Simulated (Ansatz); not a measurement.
# ClH7OSi3: basis-set convergence

Aim: see how fast density functionals and correlated methods converge with the basis set for ClH7OSi3.

Computed with Ansatz 0.2.0, Gaussian basis. Level: one geometry, several basis sets.

Plan: PBE0-D4/def2-SVP; ωB97M-V/def2-SVP; PBE0-D4/def2-QZVPP; ωB97M-V/def2-QZVPP; CCSD(T)/cc-pV(D+d)Z; CCSD(T)/cc-pV(T+d)Z; MP2/cc-pV(Q+d)Z; the functionals' def2-TZVPP values are taken from earlier runs.

**1. Structure used throughout**

An earlier PBE0-D4 in a triple-zeta def2 set relaxation fixed the geometry.

SMILES `O[Si]([SiH3])([SiH3])Cl`, 12 atoms, charge 0, spin multiplicity 1.

Atoms are counted from 1 here; the program's logs count them from 0.

Bond lengths: O1–Si2 1.646 Å, O1–H6 0.960 Å, Si2–Si3 2.347 Å, Si2–Si4 2.339 Å, Si2–Cl5 2.079 Å, Si3–H7 1.486 Å, Si3–H8 1.488 Å, Si3–H9 1.489 Å, Si4–H10 1.486 Å, Si4–H11 1.487 Å, Si4–H12 1.487 Å. Angles: Si2–O1–H6 118.0°, O1–Si2–Si3 112.2°, O1–Si2–Si4 106.5°, O1–Si2–Cl5 109.8°, Si3–Si2–Si4 115.6°, Si3–Si2–Cl5 104.9°, Si4–Si2–Cl5 107.6°, Si2–Si3–H7 109.8°, Si2–Si3–H8 110.5°, Si2–Si3–H9 109.3°, H7–Si3–H8 109.1°, H7–Si3–H9 109.3°, H8–Si3–H9 108.8°, Si2–Si4–H10 110.1°, Si2–Si4–H11 110.2°, Si2–Si4–H12 108.3°, H10–Si4–H11 109.7°, H10–Si4–H12 109.6° and more.

As a file:

| atom | x (Å) | y (Å) | z (Å) |
| --- | --- | --- | --- |
| O1 | -1.73971 | 0.61723 | -0.92510 |
| Si2 | -0.19070 | 0.49461 | -0.38189 |
| Si3 | -0.06996 | 0.48975 | 1.96166 |
| Si4 | 0.74152 | -1.36837 | -1.44649 |
| Cl5 | 0.89649 | 2.16633 | -0.97080 |
| H6 | -2.27063 | 1.35226 | -0.61116 |
| H7 | 1.35241 | 0.48949 | 2.39290 |
| H8 | -0.74815 | -0.71343 | 2.51590 |
| H9 | -0.74365 | 1.70746 | 2.49207 |
| H10 | 0.69672 | -1.18884 | -2.92080 |
| H11 | -0.00205 | -2.59981 | -1.06892 |
| H12 | 2.15463 | -1.50167 | -1.00357 |

**2. PBE0-D4 in def2-SVP**

Contents of in.yaml:

```yaml
crystal:
  periodic: [false, false, false]
  atoms:
    - {symbol: O, position_ang: [-1.739706, 0.617225, -0.925103]}
    - {symbol: Si, position_ang: [-0.190704, 0.494613, -0.381895]}
    - {symbol: Si, position_ang: [-0.069965, 0.489749, 1.961661]}
    - {symbol: Si, position_ang: [0.741518, -1.368374, -1.446491]}
    - {symbol: Cl, position_ang: [0.896486, 2.166334, -0.970796]}
    - {symbol: H, position_ang: [-2.270629, 1.352259, -0.611159]}
    - {symbol: H, position_ang: [1.352406, 0.489491, 2.392902]}
    - {symbol: H, position_ang: [-0.748147, -0.713432, 2.515904]}
    - {symbol: H, position_ang: [-0.743654, 1.707456, 2.492069]}
    - {symbol: H, position_ang: [0.696717, -1.188842, -2.920804]}
    - {symbol: H, position_ang: [-0.002051, -2.599813, -1.068920]}
    - {symbol: H, position_ang: [2.154631, -1.501667, -1.003567]}
basis:
  gaussian: {orbitals: def2-SVP}
hamiltonian: {xc: pbe0, dispersion: d4}
output: {orbitals: {seedname: orbitals}}
```

Command:

```console
ansatz run in.yaml --threads 2 --pin off --events-out ev --progress --plain --max-ram 32768MiB --backend cpu
```

After this run come: ωB97M-V in def2-SVP; PBE0-D4 in def2-QZVPP; ωB97M-V in def2-QZVPP; CCSD(T) in cc-pV(D+d)Z; CCSD(T) in cc-pV(T+d)Z; MP2 in cc-pV(Q+d)Z.

Before running them: what should the planned runs give, taken together? Wanted: MP2 correlation recovered, cc-pV(D+d)Z; MP2 correlation recovered, cc-pV(T+d)Z; MP2 correlation recovered, cc-pV(Q+d)Z; CCSD(T) limit from def2 sets; PBE0-D4: double and triple zeta above quadruple; ωB97M-V: double and triple zeta above quadruple.

The runs gave:

| quantity | value |
| --- | --- |
| MP2 correlation recovered, cc-pV(D+d)Z | 67.9 % |
| MP2 correlation recovered, cc-pV(T+d)Z | 87.4 % |
| MP2 correlation recovered, cc-pV(Q+d)Z | 94.7 % |
| CCSD(T) limit from def2 sets (earlier runs) less the limit of this series | -161 meV |
| PBE0-D4: double and triple zeta above quadruple | 16.73, 1.29 eV |
| ωB97M-V: double and triple zeta above quadruple | 16.75, 1.22 eV |

What this shows: For PBE0-D4 the step from double to triple zeta gains 15.44 eV and the next only 1.29 eV. In cc-pV(D+d)Z MP2 holds 68 % of its limit, in cc-pV(Q+d)Z 95 %, while Hartree-Fock is within 0.168 eV in the largest set. A limit from the def2 sets, made apart, differs by 161 meV, a least measure of the doubt on such a limit. Total energies overstate the basis error of differences, where much of it tends to cancel. The LUMO of ωB97M-V is positive and keeps falling with the basis (1.29 to 0.74 eV): an unbound level that the basis holds in place.
